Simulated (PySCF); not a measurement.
# C3H3BF2: the cost of one run

Computed with PySCF 2.14.0 and routines of our own; the level stands in each step. Atoms count from 0.

## 1. The starting structure

9 atoms, charge 0, multiplicity 1; geometry from: GFN2-xTB.

## 2. Geometry optimisation at PBE0-D3(BJ)/def2-TZVP

Job settings and geometry (Å):

```
{"job": {"xc": "PBE0", "basis": "def2-TZVP", "d3": "d3bj", "grid": 2, "kind": "geom"}, "charge": 0, "multiplicity": 1}
C     -1.865382     0.205367    -0.434992
C     -0.669375    -0.230795    -0.235731
C      0.554534    -0.640855    -0.020759
B      1.643480     0.240125     0.618411
F      2.877794    -0.191374     0.813518
F      1.438594     1.483023     1.018227
H     -2.639963     0.096200     0.305559
H     -2.143579     0.695565    -1.352978
H      0.817458    -1.651263    -0.309195
```

Launch:

```bash
$ OMP_NUM_THREADS=1 python excited_run.py task.json out
```

The driver reads the jobs from task.json and runs them one after another.

**Question.** How long does this first job take on 1 thread of Arm Neoverse V1, shared host, and how much memory does it need?

About 76 s, with a peak of 0.83 GiB.
